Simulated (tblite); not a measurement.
# C4H10F4OSi2: the cost of one run

Computed with tblite 0.8.0 (tight binding) and PySCF 2.14.0 (DFT, with response routines of our own); each step states its level. Atoms count from 0 throughout.

## Step 1: The starting structure

21 atoms, charge 0, multiplicity 1; geometry from: MMFF94s geometry.

Bonds of the start (Å): C0–H11 1.10, C0–H12 1.08, C0–H13 1.09, C0–Si1 1.87, C4–H16 1.09, C4–H17 1.10, C4–H18 1.09, C5–F6 1.36, C5–F7 1.37, C5–H19 1.08, C8–F10 1.36, C8–F9 1.35, C8–H20 1.09, O2–Si3 1.69, Si1–C8 1.87, Si1–H14 1.48, Si1–O2 1.67, Si3–C4 1.86, Si3–C5 1.85, Si3–H15 1.51.

## Step 2: GFN2-xTB relaxation, conformer 1

The job: settings as JSON, then the geometry in Å.

```
{"job": {"xc": "GFN2-xTB", "basis": "xTB", "kind": "relax"}, "charge": 0, "multiplicity": 1}
C      1.984200     1.447300    -0.187800
Si     1.344300    -0.283000    -0.472100
O      0.029200    -0.608900     0.510100
Si    -1.608300    -0.213300     0.557200
C     -2.582900    -1.231300    -0.659300
C     -1.984700     1.582900     0.340200
F     -1.626400     1.979800    -0.915300
F     -1.219900     2.330800     1.202700
C      2.740400    -1.500900    -0.230100
F      3.781300    -1.163000    -1.024700
F      2.342300    -2.744300    -0.619800
H      1.187500     2.182300    -0.387000
H      2.814900     1.668600    -0.837900
H      2.313600     1.583000     0.843700
H      0.850400    -0.339500    -1.862800
H     -2.080300    -0.643200     1.924700
H     -2.412200    -2.296200    -0.508700
H     -2.288900    -0.989300    -1.691500
H     -3.654500    -1.033500    -0.559600
H     -3.027000     1.834100     0.506700
H      3.088200    -1.545700     0.805100
```

Started as:

```
> OMP_NUM_THREADS=1 python ens_run.py task.json out
```

This one command runs the whole study; its stages follow in the order run.

Q: Estimate the wall time of this first job on 1 thread of Arm Neoverse N1, shared host.

About 2.2 s.
